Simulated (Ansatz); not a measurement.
# KCd3: the cost of one run

Program: Ansatz 0.2.0 through its Python package. Level of theory: DFT LDA, plane waves, PAW. These are calculated values, not measurements.

## (1) Starting point

KCd3 Fm-3m: The structure is cubic, space group Fm-3m (No. 225). The conventional cell has a = 7.821 Å, b = 7.821 Å, c = 7.821 Å, α = 90.00°, β = 90.00°, γ = 90.00°. K (site symmetry m-3m) is surrounded by 8 Cd at 3.39 Å. Cd (site symmetry -43m) is surrounded by 4 K at 3.39 Å and 4 Cd at 3.39 Å. Around Cd (site symmetry m-3m) lie 8 Cd at 3.39 Å.

K Pmmm: The structure is orthorhombic, space group Pmmm (No. 47). The conventional cell has a = 9.000 Å, b = 9.500 Å, c = 10.000 Å, α = 90.00°, β = 90.00°, γ = 90.00°.

Cd Pmmm: It takes space group Pmmm (No. 47, orthorhombic). Conventional cell: a = 9.000 Å, b = 9.500 Å, c = 10.000 Å, α = 90.00°, β = 90.00°, γ = 90.00°.

No structure file is read: the coordinates are typed or built in the script.

## (2) The script

Contents of cohesive_kcd3.py:

```python
"""Binding of KCd3 against spin-polarised atoms in a box."""

from collections import Counter
import warnings

import ansatz as az

PHASES = {
    "KCd3": (
        [[0.0, 3.910743, 3.910743], [3.910743, 0.0, 3.910743], [3.910743, 3.910743, 0.0]],
        [
            ("K", [0.0, 0.0, 0.0]),
            ("Cd", [0.25, 0.25, 0.25]),
            ("Cd", [0.75, 0.75, 0.75]),
            ("Cd", [0.5, 0.5, 0.5]),
        ],
    ),
}


def build(vectors, sites):
    crystal = az.Crystal(lattice=az.Lattice.of(vectors))
    for symbol, position in sites:
        crystal = crystal.atom(symbol, position)
    return crystal


def counts(outcome):
    return Counter(site.symbol for site in outcome.lattice.sites)

UNPAIRED = {"K": 1, "Cd": 0}  # unpaired electrons of the free atoms


def compute(name, crystal):
    calc = (
        crystal.calculation()
        .scf(tolerance=1e-09)
        .functional("lda")
        .basis(31 * az.Ry)
        .kpoints(spacing=0.15)
        .occupations("gaussian", width=0.02)
    )
    if name.endswith(" atom"):
        calc = calc.kpoints(1, 1, 1).occupations("fermi_dirac", width=0.01)
        if UNPAIRED[name.split()[0]]:
            calc = calc.spin("collinear")
        return calc.run(threads=1)
    calc = calc.relax(force_tolerance=0.02, cell=True)
    return calc.run(threads=1)

warnings.simplefilter("ignore", az.DeckWarning)

phases = {name: build(*cell) for name, cell in PHASES.items()}
# free atoms: a low-symmetry box, moments by the rule of Hund
for element, moment in UNPAIRED.items():
    phases[f"{element} atom"] = az.Lattice.orthorhombic(9.0, 9.5, 10.0).atom(element, (0.5, 0.5, 0.5), moment=moment or None)

done = {name: compute(name, crystal) for name, crystal in phases.items()}

for element in UNPAIRED:
    atom = done[f"{element} atom"].report
    print(f"{element} atom: {atom['energy_sigma0_ev']:.4f} eV, moment {atom['magnetization_mub']:.2f} muB")
solid = done["KCd3"]
n = counts(solid)
binding = (sum(k * done[f"{e} atom"].report["energy_sigma0_ev"] for e, k in n.items()) - solid.report["energy_sigma0_ev"]) / sum(n.values())
print(f"cohesive energy {binding:.3f} eV/atom = {96.4853 * binding:.0f} kJ/mol of atoms (no zero-point energy)")
```

## (3) The calls as engine input

The package turns the script's settings into the engine's input (first run):

```yaml
crystal:
  lattice:
    - [0.0, 3.910743, 3.910743]
    - [3.910743, 0.0, 3.910743]
    - [3.910743, 3.910743, 0.0]
  atoms:
    - { symbol: K, position: [0.0, 0.0, 0.0] }
    - { symbol: Cd, position: [0.25, 0.25, 0.25] }
    - { symbol: Cd, position: [0.75, 0.75, 0.75] }
    - { symbol: Cd, position: [0.5, 0.5, 0.5] }
basis:
  ecutwfc: 421.77648681281397
kpoints:
  mp_grid:
    kspacing: 0.15
hamiltonian:
  xc: lda
scf:
  convergence:
    dr2_threshold: 1.0e-09
  occupations:
    method: gaussian
    width: 0.02
relax:
  f_tol: 0.02
  cell: {}
```

## (4) Running it

Command:

```sh
$ python cohesive_kcd3.py
```

Q: Estimate wall time and peak memory on 1 thread of Arm Neoverse V2, shared host.

About 60 s, with a peak of 0.67 GiB.
